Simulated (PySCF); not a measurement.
# Kr: the cost of one run

Method: method and basis as typed in the scripts; program: PySCF 2.14.0.

### 1 The atom

Kr²⁺ (triplet): 1 atom, charge 2, spin multiplicity 3.

### 2 Base script

input.py

```python
from pyscf import gto, scf, mcscf, mrpt

mol = gto.M(
    atom='Kr 0 0 0',
    basis='jorge-tzp-dkh',
    charge=2,
    spin=2,
    verbose=4,
)
mf = scf.ROHF(mol)
mf = mf.sfx2c1e()
mf.kernel()
mc = mcscf.CASSCF(mf, 8, 8)
mc.kernel()
mc.analyze()
mrpt.NEVPT(mc).kernel()
mf.dip_moment()
print('orbital energies (hartree):', mf.mo_energy[..., max(0, mol.nelec[1]-3):mol.nelec[0]+3].round(4))
```

The run is started by

```bash
> OMP_NUM_THREADS=1 python input.py
```

What time and memory should one allow on 1 thread of Intel Xeon Platinum 8259CL at 2.50GHz, shared host?

About 20 s, with a peak of 0.17 GiB.
